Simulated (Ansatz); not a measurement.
K2LiBiBr6, space group Fm-3m, a single point from a YAML input

With Ansatz 0.2.0, Python API.

The cells in order, each with its output:

```python
import ansatz as az
import numpy as np
```

```python
INPUT = """
crystal:
  lattice:
    - [0.0, 5.586792, 5.586792]
    - [5.586792, 0.0, 5.586792]
    - [5.586792, 5.586792, 0.0]
  atoms:
    - { symbol: K, position: [0.75, 0.75, 0.75] }
    - { symbol: K, position: [0.25, 0.25, 0.25] }
    - { symbol: Li, position: [0.5, 0.5, 0.5] }
    - { symbol: Bi, position: [0.0, 0.0, 0.0] }
    - { symbol: Br, position: [0.744242, 0.255758, 0.255758] }
    - { symbol: Br, position: [0.255758, 0.255758, 0.744242] }
    - { symbol: Br, position: [0.255758, 0.744242, 0.744242] }
    - { symbol: Br, position: [0.255758, 0.744242, 0.255758] }
    - { symbol: Br, position: [0.744242, 0.255758, 0.744242] }
    - { symbol: Br, position: [0.744242, 0.744242, 0.255758] }
kpoints:
  mp_grid: { grid: [3, 3, 3] }
hamiltonian:
  xc: pbesol
scf:
  occupations: { method: fixed }
basis:
  ecutwfc: "16 Ha"
  ecutrho_ratio: 4
output:
  stress: true
  eigenvalues: true
"""
```

```python
outcome = az.Session.from_yaml(INPUT).plan(threads=1).execute()
summary = outcome.report
```

    

```python
outcome.unlabelled_reasons
```

    ['no_forces']

```python
summary["converged"], summary["free_energy_ev"]
```

    (True, -31908.499750500374)

```python
n_atoms = len(summary["lattice"]["sites"])
print("F =", round(summary["free_energy_ev"], 4), "eV for", n_atoms, "atoms")
print("E(sigma -> 0) =", round(summary["energy_sigma0_ev"], 4), "eV, TS =", round(summary["entropy_ts_ev"], 5), "eV")
print("closed by", summary["closed_by"], "after", summary["n_iterations"], "iterations")
```

    F = -31908.4998 eV for 10 atoms
    E(sigma -> 0) = -31908.4998 eV, TS = 0.0 eV
    closed by deck_thresholds after 6 iterations

```python
# pressure is a third of the trace
sigma = summary["stress_gpa"]
voigt = [sigma[0][0], sigma[1][1], sigma[2][2], sigma[1][2], sigma[0][2], sigma[0][1]]
print("stress xx yy zz yz xz xy (GPa, compression positive):", " ".join(f"{s:.3f}" for s in voigt))
print("P =", round(10 * float(np.mean(voigt[:3])), 2), "kbar")
```

    stress xx yy zz yz xz xy (GPa, compression positive): -1.170 -1.170 -1.170 -0.000 0.000 0.000
    P = -11.7 kbar

```python
print("doubts on the final state:", summary["published_state_doubts"] or "none")
print("warnings:", sorted({n["data"]["kind"] for n in outcome.notices if n["data"].get("severity") in ("warning", "doubt")}) or "none")
```

    doubts on the final state: none
    warnings: none

What to keep in mind:
- The settings weren't tested for convergence.
- Spin-orbit coupling, which matters for elements this heavy, is left out.
- This cell is a computed structure, which may not be the phase found in nature.
- It ran for 8.5 s on 1 thread of Arm Neoverse N1, on a shared host, peak memory 0.57 GiB.

(Lines on the test bed's own set-up are left out of the output.)
